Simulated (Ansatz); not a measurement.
# CH₃Cl₃SSi: one species, many methods

The task here is to estimate one member of a computed series from the others.

Computed with Ansatz 0.2.0, Gaussian basis. Level: functionals in def2-TZVPP, the program's frozen cores in correlated methods.

Plan: LDA (SPW92), PBE-D4, revPBE-D4, BLYP-D4, r2SCAN-D4, B97M-V, PBE0-D4, B3LYP-D4, r2SCANh-D4, r2SCAN0-D4, HSE06-D4, BHLYP-D4, CAM-B3LYP-D4, LC-ωPBE, ωB97X-V, ωB97M-V, B2PLYP, PBE-QIDH; CCSD(T)/def2-SVP; CCSD(T)/def2-TZVPP; MP2/def2-QZVPP; extrapolation to the limit; RPA on PBE.

### The geometry

All runs share one geometry, relaxed beforehand with PBE0-D4 in a triple-zeta def2 set.

SMILES `CS[Si](Cl)(Cl)Cl`, 9 atoms, charge 0, spin multiplicity 1.

Atoms are counted from 1 here; the program's logs count them from 0.

Bond lengths: C1–S2 1.818 Å, C1–H7 1.089 Å, C1–H8 1.089 Å, C1–H9 1.089 Å, S2–Si3 2.093 Å, Si3–Cl4 2.039 Å, Si3–Cl5 2.027 Å, Si3–Cl6 2.039 Å. Angles: S2–C1–H7 110.9°, S2–C1–H8 110.9°, S2–C1–H9 105.9°, H7–C1–H8 110.5°, H7–C1–H9 109.3°, H8–C1–H9 109.3°, C1–S2–Si3 99.4°, S2–Si3–Cl4 112.1°, S2–Si3–Cl5 107.0°, S2–Si3–Cl6 112.1°, Cl4–Si3–Cl5 109.6°, Cl4–Si3–Cl6 106.4°, Cl5–Si3–Cl6 109.6°.

Set-up of the first run:

in.yaml

```yaml
crystal:
  periodic: [false, false, false]
  atoms:
    - {symbol: C, position_ang: [-0.036772, -1.321230, 0.863544]}
    - {symbol: S, position_ang: [1.208679, -0.591718, -0.241325]}
    - {symbol: Si, position_ang: [0.181920, 1.137881, -0.821124]}
    - {symbol: Cl, position_ang: [-1.579877, 0.709376, -1.753478]}
    - {symbol: Cl, position_ang: [1.394648, 2.149216, -2.092632]}
    - {symbol: Cl, position_ang: [-0.281972, 2.325811, 0.769640]}
    - {symbol: H, position_ang: [-0.246921, -0.659143, 1.702151]}
    - {symbol: H, position_ang: [-0.951637, -1.550021, 0.319104]}
    - {symbol: H, position_ang: [0.400433, -2.246374, 1.236919]}
basis:
  gaussian: {orbitals: def2-TZVPP}
hamiltonian: {xc: lda}
output: {orbitals: {seedname: orbitals}}
```

Launch:

```console
$ ansatz run in.yaml --threads 4 --pin off --events-out ev --progress --plain --max-ram 11315MiB
```

Steps of the session up to this table: LDA; PBE-D4 (GGA); revPBE-D4 (GGA); BLYP-D4 (GGA); r2SCAN-D4 (meta-GGA); B97M-V (meta-GGA); B3LYP-D4 (hybrid); r2SCANh-D4 (hybrid); r2SCAN0-D4 (hybrid); HSE06-D4 (hybrid); BHLYP-D4 (hybrid); CAM-B3LYP-D4 (range-separated); LC-ωPBE (range-separated); ωB97X-V (range-separated); ωB97M-V (range-separated); B2PLYP (double hybrid); PBE-QIDH (double hybrid).

One of the session's tables, all rows but one given; the rest of the session is left out.

It belongs to the step «Frontier levels by functional». 

```
  functional  HOMO (eV)  gap (eV)
 LDA (SPW92)      -6.49      4.80
      PBE-D4      -6.37      4.92
   revPBE-D4      -6.32      4.98
     BLYP-D4      -6.20      4.89
   r2SCAN-D4      -6.66      5.50
      B97M-V      -6.75      5.63
     PBE0-D4          ?         ?
    B3LYP-D4      -7.36      6.64
  r2SCANh-D4      -7.11      6.29
  r2SCAN0-D4      -7.80      7.48
    HSE06-D4      -7.22      6.34
    BHLYP-D4      -8.72      9.27
CAM-B3LYP-D4      -8.94      9.55
     LC-ωPBE     -10.36     12.16
     ωB97X-V      -9.99     11.68
     ωB97M-V      -9.80     11.29
```

Q: Estimate the row for PBE0-D4 from the others.

As computed: HOMO (eV): -7.62; gap (eV): 7.12. In the column «HOMO (eV)» it lies between r2SCAN0-D4 (-7.80) and B3LYP-D4 (-7.36).
